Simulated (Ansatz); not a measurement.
# Co: the cost of one run

Program: Ansatz 0.2.0. Level of theory: DFT PBEsol, scalar-relativistic, plane waves, PAW. These are calculated values, not measurements.

4 further runs of the same task are left out: 1 that didn't finish, 3 set aside as unsound or not needed.

### 1 The structure to begin with

The structure is hexagonal, space group P6_3/mmc (No. 194). The conventional cell has a = 2.456 Å, b = 2.456 Å, c = 3.969 Å, α = 90.00°, β = 90.00°, γ = 120.00°. Co (site symmetry -6m2) is surrounded by 12 Co at 2.44 to 2.46 Å.

As a file:

```xyz
2
Lattice="2.4564 0.0000 0.0000 -1.2282 2.1273 0.0000 0.0000 0.0000 3.9694" Properties=species:S:1:pos:R:3 pbc="T T T"
Co    0.0000    1.4182    0.9924
Co    1.2282    0.7091    2.9771
```

This cell was relaxed beforehand with the same method: volume 10.37 Å³/atom, gap on the mesh none (metal), site moments up to 1.6 μB.

### 2 Next: the cluster of 4 host atoms, cut as a cube about cell point 1/2, shaken

The cluster is cut from the relaxed crystal and set in a periodic box with vacuum round it. Its excess energy counts from the bulk, -5092.9934 eV an atom.

The cell holds 4 Co: a = 12.200 Å, b = 10.900 Å, c = 9.100 Å, α = 90.00°, β = 90.00°, γ = 90.00°.

### 3 Relaxation

Input file input.yaml:

```yaml
crystal:
  lattice:
    - [12.2, 0.0, 0.0]
    - [0.0, 10.9, 0.0]
    - [0.0, 0.0, 9.1]
  atoms:
    - { symbol: Co, position: [0.343474602, 0.4013189971, 0.4952593016], spin: 1.8 }
    - { symbol: Co, position: [0.5374207806, 0.4022328762, 0.4995397283], spin: 1.8 }
    - { symbol: Co, position: [0.4486517516, 0.5925759777, 0.5067914965], spin: 1.8 }
    - { symbol: Co, position: [0.6514838638, 0.5948973046, 0.5000671987], spin: 1.8 }
basis:
  ecutwfc: 420
kpoints:
  mp_grid: { grid: [1, 1, 1] }
hamiltonian:
  xc: pbesol
scf:
  occupations: { method: gaussian, width: 0.05 }
output:
  forces: true
  eigenvalues: true
  populations: true
  write_density: true
  write_potential: true
  elf: true
  volumetric_format: npy
magnetization:
  spin_polarized: true
relax:
  adjacent_minimum: "off"
  f_tol: 0.03
  max_steps: 40
```

The run is started by

```console
> ansatz run input.yaml --threads 4 --pin off --max-ram 11264MiB --backend cpu --events-out ev --progress --plain --runs-dir out
```

**Question.** How long does this run take on 4 threads of Arm Neoverse N1, shared host, and how much memory does it need?

About 2.9 min, with a peak of 1.1 GiB.
